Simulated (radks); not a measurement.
# Be in [He] 3s2: an all-electron calculation

One table from this session's results is given with a row withheld; the runs are named, their logs left out.

The numbers are computed with radks (a radial shooting solver on a logarithmic mesh, Libxc functionals) version 1 (scalar-relativistic Kohn-Sham, BLYP, spin-polarised, spherical densities, point nucleus), except any that are marked as measured or tabulated.

## What is computed

| Item | Value |
| --- | --- |
| element | beryllium (Z = 4) |
| charge | 0 |
| electrons | 4 |
| configuration | [He] 3s2 |

The outer shells:

Be
```
[He] core
3s [↑↓]
```

The first run:

Settings of this run:

```text
Z 4
configuration [He] 3s2 2s0 2p0 3d0 4f0
relativity scalar-relativistic
functional b88,lyp
spin polarised
nucleus point
c 137.035999084
```

Launch:

```bash
$ python run_ks.py task.json out
```

The same process makes all the runs of this session.

One table of the session follows, with a row left open; its other results are not shown here.

It belongs to the step «Shells». Sizes of the orbitals, from the radial functions (bohr):

```
level     <r>  outermost maximum (interpolated)  90 % within  nodes
   1s  0.4182                             0.265        0.754      0
   2s       ?                                 ?            ?      ?
   2p   2.147                              1.60         3.58      0
   3s   6.042                              5.44         8.80      2
   3d   6.875                              5.52         10.6      0
```

Q: Estimate the row for 2s from the others.

The run gave: <r>: 2.142; outermost maximum (interpolated): 1.74; 90 % within: 3.36; nodes: 1. In the column «<r>» it lies between 1s (0.4182) and 2p (2.147).
